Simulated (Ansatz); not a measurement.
# C₁₀H₂₃P: up Jacob's ladder to CCSD(T)

The task here is to estimate one member of a computed series from the others.

The runs use Ansatz 0.2.0, Gaussian basis; functionals in def2-TZVPP, the program's frozen cores in correlated methods.

The runs, in order: LDA (SPW92), PBE-D4, revPBE-D4, BLYP-D4, r2SCAN-D4, B97M-V, PBE0-D4, B3LYP-D4, r2SCANh-D4, r2SCAN0-D4, HSE06-D4, BHLYP-D4, CAM-B3LYP-D4, LC-ωPBE, ωB97X-V, ωB97M-V, B2PLYP, PBE-QIDH; CCSD(T)/def2-SVP; CCSD(T)/def2-TZVPP; MP2/def2-QZVPP; extrapolation to the limit; RPA on PBE.

## The geometry

The geometry comes from an earlier relaxation with PBE0-D4 in a triple-zeta def2 set; it is a stationary point, not always the lowest conformer.

SMILES `CC(C)P(C(C)C)C(C)(C)C`, 34 atoms, charge 0, spin multiplicity 1.

Atoms are counted from 1 here; the program's logs count them from 0.

Bond lengths: C1–C2 1.522 Å, C1–H12 1.092 Å, C1–H13 1.091 Å, C1–H14 1.095 Å, C2–C3 1.528 Å, C2–P4 1.872 Å, C2–H15 1.094 Å, C3–H16 1.091 Å, C3–H17 1.095 Å, C3–H18 1.092 Å, P4–C5 1.866 Å, P4–C8 1.898 Å, C5–C6 1.525 Å, C5–C7 1.525 Å, C5–H19 1.095 Å, C6–H20 1.090 Å, C6–H21 1.094 Å, C6–H22 1.094 Å and more. Angles: C2–C1–H12 112.0°, C2–C1–H13 112.3°, C2–C1–H14 110.2°, H12–C1–H13 107.6°, H12–C1–H14 107.1°, H13–C1–H14 107.4°, C1–C2–C3 111.5°, C1–C2–P4 118.2°, C1–C2–H15 107.8°, C3–C2–P4 110.2°, C3–C2–H15 105.7°, P4–C2–H15 102.2°, C2–C3–H16 112.5°, C2–C3–H17 110.0°, C2–C3–H18 111.1°, H16–C3–H17 107.3°, H16–C3–H18 107.5°, H17–C3–H18 108.2° and more.

Set-up of the first run:

in.yaml

```yaml
crystal:
  periodic: [false, false, false]
  atoms:
    - {symbol: C, position_ang: [0.740346, 0.365187, 2.301219]}
    - {symbol: C, position_ang: [0.421577, 1.331426, 1.169427]}
    - {symbol: C, position_ang: [-0.395407, 2.523850, 1.663994]}
    - {symbol: P, position_ang: [-0.328265, 0.639064, -0.400374]}
    - {symbol: C, position_ang: [-1.474455, -0.702333, 0.206070]}
    - {symbol: C, position_ang: [-2.572655, -0.096263, 1.073717]}
    - {symbol: C, position_ang: [-2.120889, -1.434568, -0.964857]}
    - {symbol: C, position_ang: [1.098914, -0.303109, -1.223040]}
    - {symbol: C, position_ang: [0.736114, -0.411469, -2.707426]}
    - {symbol: C, position_ang: [2.367197, 0.542773, -1.129401]}
    - {symbol: C, position_ang: [1.390744, -1.693435, -0.669285]}
    - {symbol: H, position_ang: [-0.155927, -0.129480, 2.682114]}
    - {symbol: H, position_ang: [1.441996, -0.412179, 1.996406]}
    - {symbol: H, position_ang: [1.192278, 0.903428, 3.140928]}
    - {symbol: H, position_ang: [1.366881, 1.748223, 0.809089]}
    - {symbol: H, position_ang: [-1.361479, 2.225703, 2.074551]}
    - {symbol: H, position_ang: [0.147950, 3.047615, 2.456872]}
    - {symbol: H, position_ang: [-0.587050, 3.232243, 0.855764]}
    - {symbol: H, position_ang: [-0.910035, -1.423602, 0.807114]}
    - {symbol: H, position_ang: [-2.193629, 0.307062, 2.012201]}
    - {symbol: H, position_ang: [-3.315122, -0.861092, 1.321447]}
    - {symbol: H, position_ang: [-3.089758, 0.710233, 0.545704]}
    - {symbol: H, position_ang: [-1.407185, -2.012211, -1.551846]}
    - {symbol: H, position_ang: [-2.616471, -0.729984, -1.639008]}
    - {symbol: H, position_ang: [-2.879040, -2.131629, -0.594648]}
    - {symbol: H, position_ang: [1.541428, -0.921068, -3.248271]}
    - {symbol: H, position_ang: [0.601038, 0.578722, -3.147935]}
    - {symbol: H, position_ang: [-0.183450, -0.973057, -2.875313]}
    - {symbol: H, position_ang: [3.123835, 0.136110, -1.808607]}
    - {symbol: H, position_ang: [2.185408, 1.580831, -1.423539]}
    - {symbol: H, position_ang: [2.794887, 0.539021, -0.124829]}
    - {symbol: H, position_ang: [1.679412, -1.666968, 0.382339]}
    - {symbol: H, position_ang: [2.222292, -2.141139, -1.225517]}
    - {symbol: H, position_ang: [0.538518, -2.367904, -0.765093]}
basis:
  gaussian: {orbitals: def2-TZVPP}
hamiltonian: {xc: lda}
output: {orbitals: {seedname: orbitals}}
```

The run is started by

```bash
$ ansatz run in.yaml --threads 11 --pin off --events-out ev --progress --plain --max-ram 166912MiB --backend cuda --devices 0, --max-vram 75GiB
```

Among the steps run: LDA; PBE-D4 (GGA); revPBE-D4 (GGA); BLYP-D4 (GGA); r2SCAN-D4 (meta-GGA); B97M-V (meta-GGA); PBE0-D4 (hybrid); B3LYP-D4 (hybrid); r2SCANh-D4 (hybrid); r2SCAN0-D4 (hybrid); HSE06-D4 (hybrid); BHLYP-D4 (hybrid); CAM-B3LYP-D4 (range-separated); LC-ωPBE (range-separated); ωB97X-V (range-separated); ωB97M-V (range-separated); B2PLYP (double hybrid); PBE-QIDH (double hybrid).

One of the session's tables, all rows but one given; the rest of the session is left out.

It belongs to the step «Frontier levels by functional». 

| functional | HOMO (eV) | LUMO (eV) | gap (eV) |
| --- | --- | --- | --- |
| LDA (SPW92) | -5.04 | -0.12 | 4.92 |
| PBE-D4 | -4.92 | 0.12 | 5.03 |
| revPBE-D4 | -4.85 | 0.24 | 5.09 |
| BLYP-D4 | -4.79 | 0.17 | 4.96 |
| r2SCAN-D4 | ? | ? | ? |
| B97M-V | -5.23 | 0.19 | 5.42 |
| PBE0-D4 | -5.99 | 0.94 | 6.93 |
| B3LYP-D4 | -5.81 | 0.65 | 6.46 |
| r2SCANh-D4 | -5.50 | 0.82 | 6.32 |
| r2SCAN0-D4 | -6.11 | 1.24 | 7.35 |
| HSE06-D4 | -5.59 | 0.57 | 6.16 |
| BHLYP-D4 | -6.98 | 1.61 | 8.59 |
| CAM-B3LYP-D4 | -7.29 | 1.76 | 9.05 |
| LC-ωPBE | -8.58 | 3.04 | 11.62 |
| ωB97X-V | -8.28 | 2.79 | 11.07 |
| ωB97M-V | -8.17 | 2.40 | 10.57 |

Estimate the missing values for r2SCAN-D4.

Worked estimate for «HOMO (eV)». Against the share of exact exchange, r2SCANh-D4 (0.1, -5.50), r2SCAN0-D4 (0.25, -6.11) give a slope of -4.07 per unit share; at 0 the line stands at -5.09.

The run gave: HOMO (eV): -5.09; LUMO (eV): 0.53; gap (eV): 5.63. In «HOMO (eV)» the line misses by 0.00.
